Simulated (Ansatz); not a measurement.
# CH5BFN (SMILES CB(N)F) at wB97X/cc-pVDZ

Aim: the vertical ionisation energy of CH5BFN at wB97X/cc-pVDZ, from 2 runs. 

Program for the calculation: Ansatz 0.2.0.

126 further runs of the same task are left out: 126 set aside as unsound or not needed.

**1. The molecule**

CH5BFN has 9 atoms, charge 0, and is taken as a singlet. SMILES: `CB(N)F`. The coordinates come from a PBE0-D4/def2-TZVP relaxation.

Bond lengths: C1–B2 1.566 Å, B2–N3 1.396 Å, B2–F4 1.347 Å, C1–H5 1.094 Å, C1–H6 1.091 Å, C1–H7 1.094 Å, N3–H8 1.006 Å, N3–H9 1.003 Å. Some angles: C1–B2–N3 124.5°, C1–B2–F4 118.6°, N3–B2–F4 116.9°, B2–C1–H5 110.2°, B2–C1–H6 113.8°, B2–C1–H7 110.2°, B2–N3–H8 122.4°, B2–N3–H9 123.0°, H5–C1–H6 108.1°, H5–C1–H7 106.2°.

**2. A single-point energy at wB97X/cc-pVDZ**

Contents of run.yaml:

```yaml
crystal:
  periodic: [false, false, false]
  atoms:
    - {symbol: C, position_ang: [-0.428400, 0.964700, -0.539000]}
    - {symbol: B, position_ang: [0.098200, -0.482300, -0.251400]}
    - {symbol: N, position_ang: [0.546200, -0.928100, 0.993800]}
    - {symbol: F, position_ang: [0.128500, -1.370900, -1.263800]}
    - {symbol: H, position_ang: [0.176600, 1.438400, -1.318100]}
    - {symbol: H, position_ang: [-0.424000, 1.616300, 0.336600]}
    - {symbol: H, position_ang: [-1.450400, 0.924300, -0.928000]}
    - {symbol: H, position_ang: [0.878700, -1.865200, 1.143700]}
    - {symbol: H, position_ang: [0.563100, -0.343500, 1.809000]}
basis:
  gaussian:
    orbitals: cc-pVDZ
hamiltonian:
  xc: {name: wB97X}
accuracy: high
output: {orbitals: {seedname: orbitals}}
```

Started as:

```
ansatz run run.yaml --threads 1 --pin off --max-ram 3480MiB --events-out events.jsonl --progress --plain --runs-dir runs
```

Output:

```text
Warning: RAYON_NUM_THREADS=1 ignored (pool sized by the plan → 1); use --threads N
Functional definition: wB97X
  name "wB97X"
  parameter omega = 0.3/bohr
  parameter cx = 0.157706
  parameter cx1 = 0.726479
  parameter cx2 = 1.04760
  parameter cx3 = -5.70635
  parameter cx4 = 13.2794
  parameter css1 = -4.33879
  parameter css2 = 18.2308
  parameter css3 = -31.7430
  parameter css4 = 17.2901
  parameter cos1 = 2.37031
  parameter cos2 = -11.3995
  parameter cos3 = 6.58405
  parameter cos4 = -3.78132
  exchange = spin_sum(e_x_unif_sr(omega)*poly(b97_u_x, 1 - cx, cx1, cx2, cx3, cx4)) + cx*exact_x_sr(omega)
      + exact_x_lr(omega)
  correlation = spin_sum(e_c_pw_same_spin*poly(b97_u_same, 1, css1, css2, css3, css4))
      + integral(e_c_pw_opposite_spin*poly(b97_u_opposite, 1, cos1, cos2, cos3, cos4))
1903 factors; integrals over basis functions are off by at most 3.3e-9 eV
338 factors; integrals over basis functions are off by at most 2.5e-9 eV
mean field evaluation 1: about -5999.0746 eV, gradient 4.9e1 eV
mean field evaluation 2: about -6001.0649 eV, gradient 3.9e1 eV
mean field evaluation 4: about -6003.7700 eV, gradient 1.4e0 eV
mean field evaluation 8: about -6003.7701 eV, gradient 2.8e-2 eV
mean field evaluation 16: about -6003.7701 eV, gradient 4.1e-6 eV
mean field -6003.77009742 eV, -220.6344815786 hartree, gradient 2.1e-8 eV, S^2 0.000000; 0 other end points of the search recorded, 0 dependent functions left out
reference -6003.77009466 eV, -220.6344814771 hartree; 16, 16 occupied and 65, 65 virtual orbitals, 1903 factors
Total energy: -6003.77009466 eV, -220.6344814771 hartree
```

Wall time 20 s (1 thread of Arm Neoverse V1, shared host); peak memory 0.42 GiB.

**3. The doublet cation**

Edit run.yaml of step 2 so:

```diff
@@ -1 +1,3 @@
+basis:
+  gaussian: {orbitals: cc-pVDZ}
 crystal:
@@ -12,7 +14,5 @@
     - {symbol: H, position_ang: [0.563100, -0.343500, 1.809000]}
-basis:
-  gaussian:
-    orbitals: cc-pVDZ
-hamiltonian:
-  xc: {name: wB97X}
+total_charge: 1
+magnetization: {spin_polarized: true, initial_magnetization: 1}
+hamiltonian: {xc: {name: wB97X}}
 accuracy: high
```

Started as:

```
ansatz run run.yaml --threads 1 --pin off --max-ram 3480MiB --events-out events.jsonl --progress --plain --runs-dir runs
```

Output (excerpt; [...] marks lines left out):

```text
Warning: RAYON_NUM_THREADS=1 ignored (pool sized by the plan → 1); use --threads N
[... 2 set-up lines as earlier in the session ...]
[...]
      + exact_x_lr(omega)
[...]
      + integral(e_c_pw_opposite_spin*poly(b97_u_opposite, 1, cos1, cos2, cos3, cos4))
1903 factors; integrals over basis functions are off by at most 3.3e-9 eV
339 factors; integrals over basis functions are off by at most 2.0e-9 eV
[...]
mean field -5993.02539790 eV, -220.2396211542 hartree, gradient 9.2e-8 eV, S^2 0.754352; 2 other end points of the search recorded, 0 dependent functions left out
reference -5993.02539523 eV, -220.2396210563 hartree; 16, 15 occupied and 65, 66 virtual orbitals, 1903 factors
Total energy: -5993.02539523 eV, -220.2396210563 hartree
```

Run time: 54 s. Hardware: 1 thread of Arm Neoverse V1, shared host; peak memory 0.69 GiB.

**4. Outcome**

Level: wB97X/cc-pVDZ.

```
                                          quantity          value
                      singlet CH5BFN: total energy  -220.63448 Eh
                       singlet CH5BFN: HOMO energy      -10.49 eV
                       singlet CH5BFN: LUMO energy        4.08 eV
                     singlet CH5BFN: HOMO–LUMO gap       14.58 eV
                      doublet cation: total energy  -220.23962 Eh
doublet cation: HOMO energy (highest over α and β)      -17.96 eV
 doublet cation: LUMO energy (lowest over α and β)      -10.98 eV
                              doublet cation: ⟨S²⟩          0.754
vertical ionisation energy (to the doublet cation)      10.745 eV
```

What this shows: Removing an electron at fixed nuclei costs 10.74 eV (1037 kJ/mol). The negative HOMO energy of the first species, 10.49 eV, lies 0.25 eV below that difference.
